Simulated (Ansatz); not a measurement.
# AlCu: the cost of one run

Program: Ansatz 0.2.0. Level of theory: DFT PBEsol, scalar-relativistic, plane waves, PAW. These are calculated values, not measurements.

### 1 The structure to begin with

The structure is cubic, space group Pm-3m (No. 221). Conventional cell: a = 2.998 Å, b = 2.998 Å, c = 2.998 Å, α = 90.00°, β = 90.00°, γ = 90.00°. Al (site symmetry m-3m) is surrounded by 8 Cu at 2.60 Å. Cu (site symmetry m-3m) has 8 Al at 2.60 Å as nearest neighbours.

Coordinates:

```xyz
2
Lattice="2.9975 0.0000 0.0000 0.0000 2.9975 0.0000 0.0000 0.0000 2.9975" Properties=species:S:1:pos:R:3 pbc="T T T"
Al    0.0000    0.0000    0.0000
Cu    1.4988    1.4988    1.4988
```

It goes back to an entry of the Materials Project, which need not be the stable form.

The cell is taken as given, not relaxed at this level.

### 2 The reference: the undisturbed cell on the scan's mesh

Contents of input.yaml:

```yaml
crystal:
  lattice:
    - [2.997509, 0.0, 0.0]
    - [0.0, 2.997509, 0.0]
    - [0.0, 0.0, 2.997509]
  atoms:
    - { symbol: Al, position: [0.0, 0.0, 0.0] }
    - { symbol: Cu, position: [0.5, 0.5, 0.5] }
basis:
  ecutwfc: 420
kpoints:
  mp_grid: { grid: [18, 18, 18] }
hamiltonian:
  xc: pbesol
scf:
  occupations: { method: gaussian, width: 0.15 }
output:
  forces: true
  stress: true
  eigenvalues: true
```

**Question.** How long does this run take on 1 thread of an Arm CPU, shared host, and how much memory does it need?

About 10 s, with a peak of 0.39 GiB.
